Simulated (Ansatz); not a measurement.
# C2H6GaNSi: how energies converge with the basis set

Aim: see how fast density functionals converge with the basis set for C2H6GaNSi.

Method: one geometry, several basis sets; program: Ansatz 0.2.0, Gaussian basis.

The runs, in order: PBE0-D4/def2-SVP; ωB97M-V/def2-SVP; PBE0-D4/def2-QZVPP; ωB97M-V/def2-QZVPP; the functionals' def2-TZVPP values are taken from earlier runs.

## 1. The relaxed structure

An earlier PBE0-D4 in a triple-zeta def2 set relaxation fixed the geometry.

11 atoms, charge 0, spin multiplicity 1.

Atoms are counted from 1 here; the program's logs count them from 0.

Bond lengths: C1–C2 1.209 Å, C1–H6 1.066 Å, C2–Si3 1.842 Å, Si3–N4 1.720 Å, Si3–Ga5 2.409 Å, Si3–H7 1.486 Å, N4–H8 1.008 Å, N4–H9 1.008 Å, Ga5–H10 1.577 Å, Ga5–H11 1.572 Å. Angles: C2–C1–H6 179.2°, C1–C2–Si3 175.4°, C2–Si3–N4 115.3°, C2–Si3–Ga5 102.9°, C2–Si3–H7 105.8°, N4–Si3–Ga5 110.5°, N4–Si3–H7 107.2°, Ga5–Si3–H7 115.2°, Si3–N4–H8 119.8°, Si3–N4–H9 119.2°, H8–N4–H9 110.7°, Si3–Ga5–H10 119.8°, Si3–Ga5–H11 122.2°, H10–Ga5–H11 117.9°.

## 2. PBE0-D4 in def2-SVP

The input, in.yaml:

```yaml
crystal:
  periodic: [false, false, false]
  atoms:
    - {symbol: C, position_ang: [-2.525135, 0.820972, -0.368818]}
    - {symbol: C, position_ang: [-1.327320, 0.762759, -0.214636]}
    - {symbol: Si, position_ang: [0.477714, 0.539540, 0.078310]}
    - {symbol: N, position_ang: [1.424923, 0.284442, -1.334728]}
    - {symbol: Ga, position_ang: [0.556132, -1.396917, 1.509306]}
    - {symbol: H, position_ang: [-3.579666, 0.886535, -0.510906]}
    - {symbol: H, position_ang: [0.945310, 1.805825, 0.699307]}
    - {symbol: H, position_ang: [1.541467, 1.031258, -2.002316]}
    - {symbol: H, position_ang: [1.381413, -0.607414, -1.801569]}
    - {symbol: H, position_ang: [0.747694, -2.830077, 0.880579]}
    - {symbol: H, position_ang: [0.357478, -1.296912, 3.065479]}
basis:
  gaussian: {orbitals: def2-SVP}
hamiltonian: {xc: pbe0, dispersion: d4}
output: {orbitals: {seedname: orbitals}}
```

The run is started by

```
ansatz run in.yaml --threads 4 --pin off --events-out ev --progress --plain --max-ram 10444MiB
```

Further steps of the session: ωB97M-V in def2-SVP; PBE0-D4 in def2-QZVPP; ωB97M-V in def2-QZVPP.

Q: Predict the results of all the runs planned. Wanted: PBE0-D4: double and triple zeta above quadruple; ωB97M-V: double and triple zeta above quadruple.

**Answer**, as computed:

| quantity | value |
| --- | --- |
| PBE0-D4: double and triple zeta above quadruple | 15.48, 1.66 eV |
| ωB97M-V: double and triple zeta above quadruple | 15.58, 1.60 eV |

For PBE0-D4 the step from double to triple zeta gains 13.82 eV and the next only 1.66 eV. These are total energies; as a rule much of such shifts cancels in differences, which this series doesn't test.
